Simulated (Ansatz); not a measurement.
## Cl2H2Si, SMILES Cl[SiH2]Cl: the interaction energy of a dimer with the counterpoise correction, step by step

With Ansatz 0.2.0 through its Python package.

Run as a notebook:

```python
import ansatz
```

```python
FIRST = [
    ("Cl", (-1.0665, -0.3453, 1.5964)),
    ("Si", (0.1266, -0.0651, -0.0187)),
    ("Cl", (-0.8557, 1.2299, -1.2969)),
    ("H", (0.3879, -1.3596, -0.7001)),
    ("H", (1.4077, 0.5403, 0.4194)),
]
SECOND = [
    ("Cl", (2.358, 5.6124, -3.9457)),
    ("Si", (0.3575, 5.3159, -3.8027)),
    ("Cl", (0.0502, 3.29, -3.5251)),
    ("H", (-0.3236, 5.7736, -5.0416)),
    ("H", (-0.1654, 6.0658, -2.6349)),
]
```

```python
def energy(atoms, ghosts=()):
    molecule = ansatz.Crystal.molecule()
    for symbol, xyz in atoms:
        molecule = molecule.atom(symbol, xyz)
    calc = (
        molecule.calculation()
        .basis(gaussian="cc-pVDZ")
        .functional("r2scan")
    )
    deck = calc.input()
    if ghosts:
        deck = deck.set(ansatz.key.basis.gaussian.ghost_atoms, [{"symbol": s, "position_ang": list(xyz)} for s, xyz in ghosts])
    return ansatz.Session.from_dict(deck).plan().execute().report["free_energy_ev"]
```

```python
both = energy(FIRST + SECOND)
alone = energy(FIRST) + energy(SECOND)
ghosted = energy(FIRST, SECOND) + energy(SECOND, FIRST)
print(f"dimer {both:.6f} eV")
print(f"interaction, uncorrected   {23.060548 * (both - alone):8.3f} kcal/mol")
print(f"interaction, counterpoise  {23.060548 * (both - ghosted):8.3f} kcal/mol")
print(f"basis-set superposition    {23.060548 * (alone - ghosted):8.3f} kcal/mol")
```

    dimer -65911.431227 eV
    interaction, uncorrected      1.066 kcal/mol
    interaction, counterpoise     1.293 kcal/mol
    basis-set superposition       0.227 kcal/mol

Uncorrected it is 1.066 kcal/mol, with the counterpoise correction 1.293 kcal/mol; the difference, 0.23 kcal/mol, is the superposition error. In this basis both values are repulsive.

Total energies depend on the basis set; only differences at equal settings carry meaning. The dimer is a generated trial pose of unrelaxed monomers, not a minimum, so the figure is no binding energy, and the basis set is small. This level lacks the dispersion part of the attraction (electrostatics and induction are there), which can decide the sign where the interaction is weak. Timing: 36 s on 1 thread of Arm Neoverse V1, on a shared host, peak memory 0.27 GiB.
